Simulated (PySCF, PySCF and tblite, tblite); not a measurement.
# C4H5FO2: telling isomers apart by computed NMR

Aim: see whether computed shieldings tell isomers of C4H5FO2 apart.

Programs: PySCF 2.14.0 with density-fitted response routines of our own, and tblite 0.8.0. All values are computed, except where a source is named. Atoms count from 0 throughout.

### Step 1. The molecule as given

12 atoms, charge 0, multiplicity 1; geometry from: MMFF94s geometry. This is the first candidate.

Bonds of the start (Å): C0–H7 1.10, C0–H8 1.09, C0–H9 1.10, C0–O1 1.41, C2–C4 1.46, C2–O3 1.24, C4–C5 1.33, C4–H10 1.08, C5–F6 1.35, C5–H11 1.08, O1–C2 1.36.

### Step 2. GFN2-xTB relaxation, isomer A, conformer 1

The job: settings as JSON, then the geometry in Å.

```
{"job": {"xc": "GFN2-xTB", "basis": "xTB", "kind": "relax"}, "charge": 0, "multiplicity": 1}
C     -2.276200    -0.086800     0.021600
O     -0.987600    -0.590300     0.301400
C      0.034200     0.202700    -0.110000
O     -0.087300     1.281300    -0.700900
C      1.297400    -0.435200     0.252300
C      2.435000     0.172700    -0.075800
F      3.631000    -0.370700     0.230400
H     -2.434500     0.880000     0.530300
H     -2.421100     0.014300    -1.057100
H     -3.025100    -0.799100     0.406700
H      1.279400    -1.385600     0.757600
H      2.556100     1.116100    -0.582600
```

Command:

```sh
$ OMP_NUM_THREADS=1 python ens_run.py task.json out
```

One launch serves the whole session.

The program printed:

```text
step      E/eV     max force
  0    -651.69601    2.475
  1    -651.73858    2.493
  2    -651.77253    0.377
  3    -651.77807    0.239
  4    -651.78420    0.222
  5    -651.78673    0.159
  6    -651.78853    0.077
  7    -651.78902    0.041
  8    -651.78930    0.039
  9    -651.78930    0.039
 10    -651.78941    0.029
 11    -651.78950    0.037
 12    -651.78954    0.022
 13    -651.78958    0.018
 14    -651.78961    0.018
 15    -651.78962    0.017
 16    -651.78965    0.024
 17    -651.78968    0.018
 18    -651.78969    0.013
 19    -651.78970    0.012
 20    -651.78971    0.018
 21    -651.78972    0.016
 22    -651.78973    0.007
 23    -651.78974    0.007
 24    -651.78974    0.011
 25    -651.78974    0.016
 26    -651.78975    0.013
 27    -651.78975    0.007
 28    -651.78976    0.007
 29    -651.78977    0.013
 30    -651.78978    0.016
 31    -651.78978    0.009
 32    -651.78978    0.005
 33    -651.78978    0.004
 34    -651.78978    0.006
 35    -651.78979    0.006
 36    -651.78979    0.004
```

Run time: 0.18 s. Hardware: 1 thread of Arm Neoverse V1, shared host.

Gain 0.094 eV; displacement 0.03 Å root mean square.

GFN2-xTB relaxation, isomer A, conformer 2:

The job: settings as JSON, then the geometry in Å.

```
{"job": {"xc": "GFN2-xTB", "basis": "xTB", "kind": "relax"}, "charge": 0, "multiplicity": 1}
C     -2.014000     0.527100    -0.025800
O     -0.599900     0.498200    -0.068500
C     -0.076000    -0.716000    -0.403900
O     -0.729300    -1.707300    -0.687800
C      1.384700    -0.701400    -0.420600
C      2.113600     0.373300    -0.140000
F      3.463900     0.331200    -0.176300
H     -2.429200     0.318200    -1.011000
H     -2.401700    -0.178600     0.719900
H     -2.333000     1.537800     0.269000
H      1.855700    -1.636900    -0.701200
H      1.766300     1.353900     0.147200
```

The program printed:

```text
step      E/eV     max force
  0    -651.69290    1.454
  1    -651.72236    1.489
  2    -651.73713    0.299
  3    -651.74166    0.229
  4    -651.74635    0.172
  5    -651.74894    0.164
  6    -651.75044    0.097
  7    -651.75084    0.089
  8    -651.75103    0.031
  9    -651.75103    0.031
 10    -651.75110    0.030
 11    -651.75117    0.024
 12    -651.75121    0.024
 13    -651.75126    0.022
 14    -651.75130    0.023
 15    -651.75135    0.025
 16    -651.75144    0.032
 17    -651.75156    0.033
 18    -651.75166    0.027
 19    -651.75172    0.019
 20    -651.75176    0.020
 21    -651.75179    0.017
 22    -651.75182    0.016
 23    -651.75184    0.012
 24    -651.75186    0.015
 25    -651.75188    0.014
 26    -651.75189    0.012
 27    -651.75191    0.011
 28    -651.75192    0.011
 29    -651.75193    0.013
 30    -651.75194    0.008
 31    -651.75195    0.004
```

Wall time 0.13 s (1 thread of Arm Neoverse V1, shared host).

Gain 0.059 eV; displacement 0.03 Å root mean square.

### Step 3. Shieldings, isomer A, conformer 1: PBE0/pcSseg-1

The job: settings as JSON, then the geometry in Å.

```
{"job": {"xc": "PBE0", "basis": "pcSseg-1", "kind": "nmr", "pop": true}, "charge": 0, "multiplicity": 1}
C     -2.294100    -0.076544     0.019085
O     -0.993447    -0.574155     0.300036
C      0.028376     0.189085    -0.104698
O     -0.103712     1.241875    -0.676380
C      1.317334    -0.437345     0.246150
C      2.456060     0.163188    -0.068698
F      3.642322    -0.360102     0.225481
H     -2.441272     0.891898     0.501362
H     -2.428483     0.044803    -1.057627
H     -2.991866    -0.811017     0.412332
H      1.283703    -1.385041     0.758808
H      2.526283     1.112669    -0.581880
```

The program printed:

```text
coarse grid: 10704 points
cycle   1  E = -404.9998843108  dE =  1.179e+00  |g| = 9.398e-01  |ddm| = 3.069e+00
cycle   2  E = -404.6498116540  dE =  3.501e-01  |g| = 1.655e+00  |ddm| = 1.898e+00
cycle   3  E = -405.1473584810  dE = -4.975e-01  |g| = 2.770e-01  |ddm| = 1.411e+00
cycle   4  E = -405.1602301288  dE = -1.287e-02  |g| = 9.600e-02  |ddm| = 2.311e-01
cycle   5  E = -405.1618118942  dE = -1.582e-03  |g| = 1.958e-02  |ddm| = 6.312e-02
cycle   6  E = -405.1618929862  dE = -8.109e-05  |g| = 5.633e-03  |ddm| = 1.893e-02
cycle   7  E = -405.1618985059  dE = -5.520e-06  |g| = 2.275e-03  |ddm| = 5.824e-03
final grid: 105712 points
cycle   8  E = -405.2301954814  dE = -1.683e-05  |g| = 1.304e-02  |ddm| = 2.312e-02
cycle   9  E = -405.2301519788  dE =  4.350e-05  |g| = 2.017e-02  |ddm| = 2.138e-02
cycle  10  E = -405.2302265038  dE = -7.452e-05  |g| = 2.099e-03  |ddm| = 1.394e-02
cycle  11  E = -405.2302272710  dE = -7.671e-07  |g| = 4.488e-04  |ddm| = 1.428e-03
cycle  12  E = -405.2302273058  dE = -3.485e-08  |g| = 1.443e-04  |ddm| = 3.853e-04
cycle  13  E = -405.2302273102  dE = -4.425e-09  |g| = 3.285e-05  |ddm| = 1.205e-04
cycle  14  E = -405.2302273105  dE = -2.055e-10  |g| = 1.163e-05  |ddm| = 3.059e-05
converged SCF energy = -405.2302273105

GIAO shielding tensors (ppm)
atom      isotropic    diamagn.    paramagn.     s11        s22        s33       span
  0 C      133.061     244.179    -111.119    103.372    118.038    177.772     74.401
  1 O      142.185     400.813    -258.628    -31.745    221.557    236.744    268.489
  2 C       14.223     250.902    -236.679    -82.238     51.226     73.681    155.919
  3 O      -67.214     403.919    -471.133   -319.190   -210.493    328.042    647.231
  4 C       75.230     255.792    -180.563    -17.631    101.632    141.689    159.320
  5 C       10.584     252.336    -241.752    -93.563     46.918     78.396    171.960
  6 F      274.990     467.659    -192.668    153.801    237.881    433.289    279.488
  7 H       27.713      28.965      -1.251     24.075     25.666     33.400      9.325
  8 H       27.717      28.960      -1.243     24.076     25.667     33.408      9.332
  9 H       27.944      28.181      -0.237     24.304     26.470     33.058      8.753
 10 H       25.853      31.002      -5.149     23.525     24.229     29.806      6.281
 11 H       23.759      29.854      -6.095     21.305     22.611     27.360      6.055
```

Wall time 12 s (1 thread of Arm Neoverse V1, shared host).

In short: HOMO -8.14 eV, LUMO -1.27 eV; dipole 1.53 D.

### Step 4. Single-point energy, isomer A, conformer 1: TPSS/def2-TZVP

Changed since step 3:

```diff
@@ -1,2 +1,2 @@
-{"job": {"xc": "PBE0", "basis": "pcSseg-1", "kind": "nmr", "pop": true}, "charge": 0, "multiplicity": 1}
+{"job": {"xc": "TPSS", "basis": "def2-TZVP", "kind": "sp"}, "charge": 0, "multiplicity": 1}
 C     -2.294100    -0.076544     0.019085
```

The program printed:

```text
coarse grid: 48744 points
cycle   1  E = -405.7233394586  dE =  1.051e+00  |g| = 1.077e+00  |ddm| = 2.832e+00
cycle   2  E = -404.8011279719  dE =  9.222e-01  |g| = 2.327e+00  |ddm| = 4.236e+00
cycle   3  E = -405.8605733760  dE = -1.059e+00  |g| = 5.746e-01  |ddm| = 3.743e+00
cycle   4  E = -405.9205790860  dE = -6.001e-02  |g| = 1.890e-01  |ddm| = 5.114e-01
cycle   5  E = -405.9255636602  dE = -4.985e-03  |g| = 8.123e-02  |ddm| = 1.502e-01
cycle   6  E = -405.9269457659  dE = -1.382e-03  |g| = 2.696e-02  |ddm| = 8.256e-02
cycle   7  E = -405.9270794795  dE = -1.337e-04  |g| = 1.186e-02  |ddm| = 3.127e-02
cycle   8  E = -405.9271151520  dE = -3.567e-05  |g| = 1.977e-03  |ddm| = 1.017e-02
cycle   9  E = -405.9271159849  dE = -8.329e-07  |g| = 6.163e-04  |ddm| = 2.456e-03
final grid: 105712 points
cycle  10  E = -405.9271453245  dE =  1.372e-08  |g| = 8.965e-04  |ddm| = 4.126e-03
cycle  11  E = -405.9271451230  dE =  2.015e-07  |g| = 1.344e-03  |ddm| = 1.966e-03
cycle  12  E = -405.9271454975  dE = -3.745e-07  |g| = 1.962e-04  |ddm| = 1.199e-03
cycle  13  E = -405.9271455034  dE = -5.835e-09  |g| = 3.368e-05  |ddm| = 2.102e-04
cycle  14  E = -405.9271455035  dE = -1.837e-10  |g| = 1.550e-05  |ddm| = 3.125e-05
converged SCF energy = -405.9271455035
```

Run time: 35 s. Hardware: 1 thread of Arm Neoverse V1, shared host.

In short: HOMO -6.59 eV, LUMO -2.07 eV; dipole 1.49 D.

### Step 5. Shieldings, isomer A, conformer 2: PBE0/pcSseg-1

The job: settings as JSON, then the geometry in Å.

```
{"job": {"xc": "PBE0", "basis": "pcSseg-1", "kind": "nmr", "pop": false}, "charge": 0, "multiplicity": 1}
C     -2.017514     0.534387    -0.022834
O     -0.597369     0.472875    -0.063686
C     -0.077516    -0.714594    -0.409449
O     -0.745314    -1.681148    -0.673064
C      1.398164    -0.703748    -0.430803
C      2.116906     0.370328    -0.138945
F      3.447899     0.352775    -0.165963
H     -2.435133     0.303146    -1.004721
H     -2.407214    -0.183202     0.701840
H     -2.268792     1.550024     0.270918
H      1.866350    -1.637677    -0.702368
H      1.720732     1.336148     0.140005
```

The program printed:

```text
coarse grid: 10704 points
cycle   1  E = -404.9974079159  dE =  1.176e+00  |g| = 9.431e-01  |ddm| = 3.089e+00
cycle   2  E = -404.5980924531  dE =  3.993e-01  |g| = 1.720e+00  |ddm| = 1.958e+00
cycle   3  E = -405.1445735334  dE = -5.465e-01  |g| = 3.013e-01  |ddm| = 1.489e+00
cycle   4  E = -405.1603135608  dE = -1.574e-02  |g| = 9.356e-02  |ddm| = 2.560e-01
cycle   5  E = -405.1617082778  dE = -1.395e-03  |g| = 2.056e-02  |ddm| = 5.701e-02
cycle   6  E = -405.1617944234  dE = -8.615e-05  |g| = 5.530e-03  |ddm| = 1.775e-02
cycle   7  E = -405.1618000636  dE = -5.640e-06  |g| = 2.009e-03  |ddm| = 4.710e-03
final grid: 105712 points
cycle   8  E = -405.2292517807  dE = -1.399e-05  |g| = 1.382e-02  |ddm| = 2.141e-02
cycle   9  E = -405.2291941834  dE =  5.760e-05  |g| = 2.261e-02  |ddm| = 2.294e-02
cycle  10  E = -405.2292855414  dE = -9.136e-05  |g| = 2.766e-03  |ddm| = 1.531e-02
cycle  11  E = -405.2292868896  dE = -1.348e-06  |g| = 4.629e-04  |ddm| = 1.812e-03
cycle  12  E = -405.2292869257  dE = -3.608e-08  |g| = 1.360e-04  |ddm| = 3.837e-04
cycle  13  E = -405.2292869291  dE = -3.467e-09  |g| = 5.175e-05  |ddm| = 1.411e-04
cycle  14  E = -405.2292869298  dE = -6.479e-10  |g| = 1.229e-05  |ddm| = 5.258e-05
converged SCF energy = -405.2292869298

GIAO shielding tensors (ppm)
atom      isotropic    diamagn.    paramagn.     s11        s22        s33       span
  0 C      133.123     244.100    -110.977    103.180    118.261    177.929     74.750
  1 O      164.255     402.694    -238.439    -18.364    241.058    270.071    288.435
  2 C       16.296     251.376    -235.079    -81.839     54.978     75.750    157.589
  3 O     -116.208     402.878    -519.086   -411.307   -236.031    298.716    710.023
  4 C       73.682     255.166    -181.484    -15.058    100.597    135.508    150.566
  5 C       11.416     254.269    -242.853    -90.995     44.966     80.277    171.272
  6 F      272.731     468.504    -195.773    169.491    229.622    419.079    249.587
  7 H       27.700      28.785      -1.085     24.005     25.543     33.552      9.547
  8 H       27.698      29.208      -1.510     24.005     25.543     33.545      9.540
  9 H       27.970      28.923      -0.953     24.269     26.498     33.143      8.874
 10 H       25.872      29.368      -3.496     23.575     24.889     29.152      5.577
 11 H       23.887      31.056      -7.169     20.857     22.767     28.036      7.179
```

Wall time 11 s (1 thread of Arm Neoverse V1, shared host).

This run: HOMO -8.19 eV, LUMO -1.29 eV; dipole 2.44 D.

### Step 6. Single-point energy, isomer A, conformer 2: TPSS/def2-TZVP

Changed since step 5:

```diff
@@ -1,2 +1,2 @@
-{"job": {"xc": "PBE0", "basis": "pcSseg-1", "kind": "nmr", "pop": false}, "charge": 0, "multiplicity": 1}
+{"job": {"xc": "TPSS", "basis": "def2-TZVP", "kind": "sp"}, "charge": 0, "multiplicity": 1}
 C     -2.017514     0.534387    -0.022834
```

The program printed:

```text
coarse grid: 48744 points
cycle   1  E = -405.7207775705  dE =  1.048e+00  |g| = 1.079e+00  |ddm| = 2.818e+00
cycle   2  E = -404.6929799798  dE =  1.028e+00  |g| = 2.407e+00  |ddm| = 3.457e+00
cycle   3  E = -405.8469447845  dE = -1.154e+00  |g| = 6.157e-01  |ddm| = 2.922e+00
cycle   4  E = -405.9202315075  dE = -7.329e-02  |g| = 1.876e-01  |ddm| = 6.020e-01
cycle   5  E = -405.9249454344  dE = -4.714e-03  |g| = 8.049e-02  |ddm| = 1.484e-01
cycle   6  E = -405.9262873383  dE = -1.342e-03  |g| = 1.721e-02  |ddm| = 6.135e-02
cycle   7  E = -405.9263401231  dE = -5.278e-05  |g| = 8.798e-03  |ddm| = 1.573e-02
cycle   8  E = -405.9263570969  dE = -1.697e-05  |g| = 2.770e-03  |ddm| = 7.425e-03
cycle   9  E = -405.9263589292  dE = -1.832e-06  |g| = 9.268e-04  |ddm| = 3.439e-03
final grid: 105712 points
cycle  10  E = -405.9264139382  dE =  6.640e-07  |g| = 2.134e-03  |ddm| = 4.979e-03
cycle  11  E = -405.9264095719  dE =  4.366e-06  |g| = 5.021e-03  |ddm| = 6.707e-03
cycle  12  E = -405.9264148418  dE = -5.270e-06  |g| = 4.217e-04  |ddm| = 4.766e-03
cycle  13  E = -405.9264148829  dE = -4.109e-08  |g| = 8.577e-05  |ddm| = 3.297e-04
cycle  14  E = -405.9264148845  dE = -1.593e-09  |g| = 1.683e-05  |ddm| = 6.985e-05
cycle  15  E = -405.9264148845  dE = -3.502e-11  |g| = 9.945e-06  |ddm| = 1.701e-05
converged SCF energy = -405.9264148845
```

It took 39 s on 1 thread of Arm Neoverse V1, shared host.

Key values: HOMO -6.63 eV, LUMO -2.10 eV; dipole 2.29 D.

### Step 7. Couplings, isomer A, conformer 1: B3LYP/pcJ-1+6-31G*

The job: settings as JSON, then the geometry in Å.

```
{"job": {"xc": "B3LYP", "basis": {"default": "6-31G*", "H": "pcJ-1", "F": "pcJ-1"}, "nuclei": ["H", "F", "P", "Si", "B"], "kind": "j"}, "charge": 0, "multiplicity": 1}
C     -2.294100    -0.076544     0.019085
O     -0.993447    -0.574155     0.300036
C      0.028376     0.189085    -0.104698
O     -0.103712     1.241875    -0.676380
C      1.317334    -0.437345     0.246150
C      2.456060     0.163188    -0.068698
F      3.642322    -0.360102     0.225481
H     -2.441272     0.891898     0.501362
H     -2.428483     0.044803    -1.057627
H     -2.991866    -0.811017     0.412332
H      1.283703    -1.385041     0.758808
H      2.526283     1.112669    -0.581880
```

The program printed:

```text
coarse grid: 10704 points
cycle   1  E = -405.5615058124  dE =  1.162e+00  |g| = 1.002e+00  |ddm| = 3.269e+00
cycle   2  E = -405.0762085890  dE =  4.853e-01  |g| = 1.853e+00  |ddm| = 2.266e+00
cycle   3  E = -405.7272820513  dE = -6.511e-01  |g| = 3.430e-01  |ddm| = 1.733e+00
cycle   4  E = -405.7484526496  dE = -2.117e-02  |g| = 1.121e-01  |ddm| = 3.251e-01
cycle   5  E = -405.7506808522  dE = -2.228e-03  |g| = 2.885e-02  |ddm| = 9.167e-02
cycle   6  E = -405.7508682804  dE = -1.874e-04  |g| = 7.702e-03  |ddm| = 2.821e-02
cycle   7  E = -405.7508781124  dE = -9.832e-06  |g| = 3.614e-03  |ddm| = 8.606e-03
cycle   8  E = -405.7508812420  dE = -3.130e-06  |g| = 6.510e-04  |ddm| = 3.260e-03
final grid: 105712 points
cycle   9  E = -405.7091014051  dE = -5.669e-05  |g| = 6.835e-03  |ddm| = 1.739e-02
cycle  10  E = -405.7090914703  dE =  9.935e-06  |g| = 1.012e-02  |ddm| = 1.156e-02
cycle  11  E = -405.7091108747  dE = -1.940e-05  |g| = 1.710e-03  |ddm| = 7.488e-03
cycle  12  E = -405.7091113879  dE = -5.132e-07  |g| = 4.676e-04  |ddm| = 1.417e-03
cycle  13  E = -405.7091114227  dE = -3.483e-08  |g| = 1.917e-04  |ddm| = 4.475e-04
cycle  14  E = -405.7091114295  dE = -6.805e-09  |g| = 4.144e-05  |ddm| = 1.562e-04
cycle  15  E = -405.7091114299  dE = -3.837e-10  |g| = 9.067e-06  |ddm| = 4.087e-05
converged SCF energy = -405.7091114299

Indirect spin-spin couplings (Hz)
  i      j    bonds     total        FC       PSO       DSO        SD
  6 F   10 H    3     14.049    19.535    -4.416    -0.354    -0.716
  6 F   11 H    2     86.452    88.216     2.186    -1.811    -2.139
  7 H    8 H    2    -13.262   -12.786     1.865    -2.341         -
  7 H    9 H    2    -10.999   -10.344     2.067    -2.722         -
  7 H   10 H    5     -0.269     0.106     0.805    -1.180         -
  7 H   11 H    6     -0.436    -0.218     0.388    -0.606         -
  8 H    9 H    2    -11.007   -10.353     2.067    -2.721         -
  8 H   10 H    5     -0.268     0.106     0.804    -1.179         -
  8 H   11 H    6     -0.437    -0.219     0.389    -0.607         -
  9 H   10 H    5     -0.183     0.025     0.516    -0.724         -
  9 H   11 H    6     -0.341     0.014     0.704    -1.059         -
 10 H   11 H    3     11.151    12.649     1.678    -3.175         -
```

Wall time 15 s (1 thread of Arm Neoverse V1, shared host).

In short: HOMO -7.65 eV, LUMO -1.20 eV; dipole 1.55 D.

### Step 8. Couplings, isomer A, conformer 2: B3LYP/pcJ-1+6-31G*

The job: settings as JSON, then the geometry in Å.

```
{"job": {"xc": "B3LYP", "basis": {"default": "6-31G*", "H": "pcJ-1", "F": "pcJ-1"}, "nuclei": ["H", "F", "P", "Si", "B"], "kind": "j"}, "charge": 0, "multiplicity": 1}
C     -2.017514     0.534387    -0.022834
O     -0.597369     0.472875    -0.063686
C     -0.077516    -0.714594    -0.409449
O     -0.745314    -1.681148    -0.673064
C      1.398164    -0.703748    -0.430803
C      2.116906     0.370328    -0.138945
F      3.447899     0.352775    -0.165963
H     -2.435133     0.303146    -1.004721
H     -2.407214    -0.183202     0.701840
H     -2.268792     1.550024     0.270918
H      1.866350    -1.637677    -0.702368
H      1.720732     1.336148     0.140005
```

The program printed:

```text
coarse grid: 10704 points
cycle   1  E = -405.5586841879  dE =  1.159e+00  |g| = 1.006e+00  |ddm| = 3.281e+00
cycle   2  E = -405.0130105989  dE =  5.457e-01  |g| = 1.918e+00  |ddm| = 2.264e+00
cycle   3  E = -405.7231337869  dE = -7.101e-01  |g| = 3.700e-01  |ddm| = 1.762e+00
cycle   4  E = -405.7486088877  dE = -2.548e-02  |g| = 1.103e-01  |ddm| = 3.537e-01
cycle   5  E = -405.7506337764  dE = -2.025e-03  |g| = 2.920e-02  |ddm| = 8.593e-02
cycle   6  E = -405.7508216065  dE = -1.878e-04  |g| = 6.496e-03  |ddm| = 2.688e-02
cycle   7  E = -405.7508292409  dE = -7.634e-06  |g| = 2.827e-03  |ddm| = 6.700e-03
final grid: 105712 points
cycle   8  E = -405.7080563649  dE = -5.057e-05  |g| = 8.580e-03  |ddm| = 1.890e-02
cycle   9  E = -405.7080229407  dE =  3.342e-05  |g| = 1.526e-02  |ddm| = 1.775e-02
cycle  10  E = -405.7080721692  dE = -4.923e-05  |g| = 2.041e-03  |ddm| = 1.199e-02
cycle  11  E = -405.7080729672  dE = -7.980e-07  |g| = 4.881e-04  |ddm| = 1.575e-03
cycle  12  E = -405.7080730035  dE = -3.625e-08  |g| = 2.179e-04  |ddm| = 5.102e-04
cycle  13  E = -405.7080730133  dE = -9.866e-09  |g| = 5.271e-05  |ddm| = 2.071e-04
cycle  14  E = -405.7080730140  dE = -6.556e-10  |g| = 1.002e-05  |ddm| = 5.370e-05
converged SCF energy = -405.7080730140

Indirect spin-spin couplings (Hz)
  i      j    bonds     total        FC       PSO       DSO        SD
  6 F   10 H    3     14.969    20.558    -4.498    -0.310    -0.780
  6 F   11 H    2     87.007    88.677     2.274    -1.735    -2.209
  7 H    8 H    2    -12.972   -12.496     1.855    -2.331         -
  7 H    9 H    2    -10.994   -10.345     2.050    -2.699         -
  7 H   10 H    5     -0.424    -0.026     0.787    -1.185         -
  7 H   11 H    6     -0.399    -0.150     0.499    -0.748         -
  8 H    9 H    2    -11.011   -10.363     2.049    -2.697         -
  8 H   10 H    5     -0.424    -0.026     0.786    -1.184         -
  8 H   11 H    6     -0.400    -0.149     0.501    -0.752         -
  9 H   10 H    5     -0.243     0.254     1.015    -1.511         -
 10 H   11 H    3     11.256    12.741     1.689    -3.174         -
```

Wall time 15 s (1 thread of Arm Neoverse V1, shared host).

In short: HOMO -7.68 eV, LUMO -1.23 eV; dipole 2.28 D.

[end of part 1 of 3]
